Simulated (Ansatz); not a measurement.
# C2H3F3 (1,1,1-trifluoroethane) at r2SCAN/cc-pVDZ

What is the electronic atomisation energy of C2H3F3 (1,1,1-trifluoroethane) at r2SCAN/cc-pVDZ? 

The results are computed with Ansatz 0.2.0.

53 further runs of the same task are left out: 1 that didn't finish, 52 set aside as unsound or not needed.

## (1) The molecule

The species is C2H3F3 (8 atoms), meant as a singlet with charge 0. SMILES: `CC(F)(F)F`. The shape is that of a PBE0-D4/def2-TZVP optimisation.

Bond lengths: C1–C2 1.497 Å, C2–F3 1.341 Å, C2–F4 1.341 Å, C2–F5 1.341 Å, C1–H6 1.089 Å, C1–H7 1.089 Å, C1–H8 1.089 Å. Some angles: C1–C2–F3 111.8°, C1–C2–F4 111.8°, C1–C2–F5 111.8°, F3–C2–F4 107.1°, F3–C2–F5 107.1°, F4–C2–F5 107.1°, C2–C1–H6 109.3°, C2–C1–H7 109.3°, C2–C1–H8 109.3°, H6–C1–H7 109.7°.

## (2) A single-point energy at r2SCAN/cc-pVDZ

Input file molecule.yaml:

```yaml
crystal:
  periodic: [false, false, false]
  atoms:
    - {symbol: C, position_ang: [-0.615400, -0.141500, 0.471500]}
    - {symbol: C, position_ang: [0.557600, 0.109900, -0.423700]}
    - {symbol: F, position_ang: [1.692800, -0.382000, 0.093900]}
    - {symbol: F, position_ang: [0.395200, -0.458200, -1.627700]}
    - {symbol: F, position_ang: [0.754200, 1.420300, -0.629900]}
    - {symbol: H, position_ang: [-0.441600, 0.335800, 1.434900]}
    - {symbol: H, position_ang: [-0.738000, -1.214600, 0.611200]}
    - {symbol: H, position_ang: [-1.512600, 0.273100, 0.014000]}
basis:
  gaussian: {orbitals: cc-pVDZ}
magnetization: {spin_polarized: false, initial_magnetization: 0}
total_charge: 0
hamiltonian: {xc: r2scan}
accuracy: high
output: {orbitals: {seedname: orbitals}}
```

Run with:

```console
$ ansatz run molecule.yaml --threads 1 --pin off --max-ram 3480MiB --events-out events.jsonl --progress --plain --runs-dir runs
```

What it wrote:

```text
Warning: RAYON_NUM_THREADS=1 ignored (pool sized by the plan → 1); use --threads N
Functional definition: r2SCAN
  name "r2SCAN"
  parameter k0 = 0.174
  parameter k1 = 0.065
  parameter a1 = 4.9479
  exchange = r2scan_x(k0 = k0, k1 = k1, a1 = a1)
  correlation = r2scan_c
1960 factors; integrals over basis functions are off by at most 3.2e-9 eV
mean field evaluation 1: about -10265.3735 eV, gradient 4.9e1 eV
mean field evaluation 2: about -10263.3950 eV, gradient 5.7e1 eV
mean field evaluation 4: about -10270.0034 eV, gradient 2.1e0 eV
mean field evaluation 8: about -10270.0132 eV, gradient 7.9e-2 eV
mean field evaluation 16: about -10270.0132 eV, gradient 5.7e-6 eV
mean field -10270.01323998 eV, -377.4160253043 hartree, gradient 1.7e-8 eV, S^2 0.000000; 0 other end points of the search recorded, 0 dependent functions left out
reference -10270.01324045 eV, -377.4160253214 hartree; 21, 21 occupied and 64, 64 virtual orbitals, 1960 factors
Total energy: -10270.01324045 eV, -377.4160253214 hartree
```

Run time: 14 s. Hardware: 1 thread of Arm Neoverse V1, shared host; peak memory 0.26 GiB.

## (3) The C atom

Input file molecule.yaml:

```yaml
crystal:
  periodic: [false, false, false]
  atoms:
    - {symbol: C, position_ang: [0.000000, 0.000000, 0.000000]}
basis:
  gaussian:
    orbitals: cc-pVDZ
magnetization:
  spin_polarized: true
  initial_magnetization: 2
hamiltonian:
  xc: r2scan
accuracy: high
```

Run the same way, it converges to -37.82627 Eh (log not shown).

## (4) The F atom

Input file run.yaml:

```yaml
crystal:
  periodic: [false, false, false]
  atoms:
    - {symbol: F, position_ang: [0.000000, 0.000000, 0.000000]}
basis:
  gaussian:
    orbitals: cc-pVDZ
magnetization:
  spin_polarized: true
  initial_magnetization: 1
accuracy: high
hamiltonian:
  xc: {name: r2SCAN}
```

Run with:

```console
$ ansatz run run.yaml --threads 1 --pin off --max-ram 3480MiB --events-out events.jsonl --progress --plain --runs-dir runs
```

What it wrote:

```text
Warning: RAYON_NUM_THREADS=1 ignored (pool sized by the plan → 1); use --threads N
Functional definition: r2SCAN
  name "r2SCAN"
  parameter k0 = 0.174
  parameter k1 = 0.065
  parameter a1 = 4.9479
  exchange = r2scan_x(k0 = k0, k1 = k1, a1 = a1)
  correlation = r2scan_c
96 factors; integrals over basis functions are off by at most 1.7e-9 eV
mean field evaluation 1: about -2712.5041 eV, gradient 6.1e0 eV
mean field evaluation 2: about -2712.5701 eV, gradient 3.0e0 eV
mean field evaluation 4: about -2712.5966 eV, gradient 1.0e-2 eV
mean field evaluation 8: about -2712.5978 eV, gradient 3.4e-4 eV
mean field -2712.59775142 eV, -99.6861286998 hartree, gradient 6.0e-9 eV, S^2 0.751262; 0 other end points of the search recorded, 0 dependent functions left out
reference -2712.59775152 eV, -99.6861287037 hartree; 5, 4 occupied and 9, 10 virtual orbitals, 96 factors
Total energy: -2712.59775152 eV, -99.6861287037 hartree
```

It took 1 s on 1 thread of Arm Neoverse V1, shared host; peak memory 0.098 GiB.

## (5) The H atom, same level

Input file input.yaml:

```yaml
crystal:
  periodic: [false, false, false]
  atoms:
    - symbol: H
      position_ang: [0.000000, 0.000000, 0.000000]
basis:
  gaussian:
    orbitals: cc-pVDZ
magnetization:
  spin_polarized: true
  initial_magnetization: 1
hamiltonian:
  xc: r2scan
accuracy: high
```

Run the same way, it converges to -0.49921 Eh (log not shown).

## (6) Results

Level: r2SCAN/cc-pVDZ.

| quantity | value |
| --- | --- |
| molecule: total energy | -377.41603 Eh |
| molecule: HOMO energy | -9.21 eV |
| molecule: LUMO energy | 2.16 eV |
| molecule: HOMO–LUMO gap | 11.37 eV |
| C atom: total energy | -37.82627 Eh |
| C atom: ⟨S²⟩ | 2.005 |
| F atom: total energy | -99.68613 Eh |
| F atom: ⟨S²⟩ | 0.751 |
| H atom: total energy | -0.49921 Eh |
| H atom: ⟨S²⟩ | 0.750 |
| electronic atomisation energy | 32.857 eV |

**Reading.** Taking the molecule apart into free atoms costs 32.86 eV (3170 kJ/mol), before zero-point energy and without spin-orbit coupling.
